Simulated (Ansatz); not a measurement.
# CH8GaNSi: the cost of one run

The runs use Ansatz 0.2.0, Gaussian basis; the settings change from run to run.

**1. The relaxed structure**

The structure was relaxed beforehand with PBE0-D4 in a triple-zeta def2 set.

SMILES `[CH3][GaH][NH][SiH3]`, 12 atoms, charge 0, spin multiplicity 1.

Atoms are counted from 1 here; the program's logs count them from 0.

Bond lengths: C1–Ga2 1.959 Å, C1–H5 1.094 Å, C1–H6 1.091 Å, C1–H7 1.092 Å, Ga2–N3 1.842 Å, Ga2–H8 1.565 Å, N3–Si4 1.722 Å, N3–H9 1.009 Å, Si4–H10 1.491 Å, Si4–H11 1.491 Å, Si4–H12 1.488 Å. Angles: Ga2–C1–H5 109.7°, Ga2–C1–H6 111.4°, Ga2–C1–H7 111.4°, H5–C1–H6 107.5°, H5–C1–H7 107.8°, H6–C1–H7 108.8°, C1–Ga2–N3 116.6°, C1–Ga2–H8 127.7°, N3–Ga2–H8 115.7°, Ga2–N3–Si4 128.3°, Ga2–N3–H9 116.1°, Si4–N3–H9 115.6°, N3–Si4–H10 112.1°, N3–Si4–H11 112.0°, N3–Si4–H12 109.3°, H10–Si4–H11 106.4°, H10–Si4–H12 108.4°, H11–Si4–H12 108.5°.

**2. B2GP-PLYP/def2-mTZVP**

Options: atoms shaken by 0.08 Å, high accuracy.

in.yaml

```yaml
crystal:
  periodic: [false, false, false]
  atoms:
    - {symbol: C, position_ang: [-1.374928, 1.438531, -0.548853]}
    - {symbol: Ga, position_ang: [-0.898243, 0.239544, 1.029477]}
    - {symbol: N, position_ang: [0.556163, -0.927361, 0.753480]}
    - {symbol: Si, position_ang: [1.585242, -1.027505, -0.482472]}
    - {symbol: H, position_ang: [-1.968032, 0.818552, -1.179798]}
    - {symbol: H, position_ang: [-1.800741, 2.485566, -0.229684]}
    - {symbol: H, position_ang: [-0.501076, 1.528338, -1.164119]}
    - {symbol: H, position_ang: [-1.834780, 0.220051, 2.546882]}
    - {symbol: H, position_ang: [0.702190, -1.402007, 1.699727]}
    - {symbol: H, position_ang: [2.251135, 0.275636, -0.748827]}
    - {symbol: H, position_ang: [0.833844, -1.464046, -1.652820]}
    - {symbol: H, position_ang: [2.537069, -2.032245, -0.173133]}
basis:
  gaussian: {orbitals: def2-mTZVP}
hamiltonian: {xc: {name: B2GP-PLYP}}
accuracy: high
output: {forces: true}
```

On the command line:

```sh
ansatz run in.yaml --threads 4 --pin off --events-out ev --progress --plain --max-ram 10444MiB
```

What time and memory should one allow on 4 threads of Intel Xeon 6975P-C, shared host?

About 8.5 s, with a peak of 0.65 GiB.
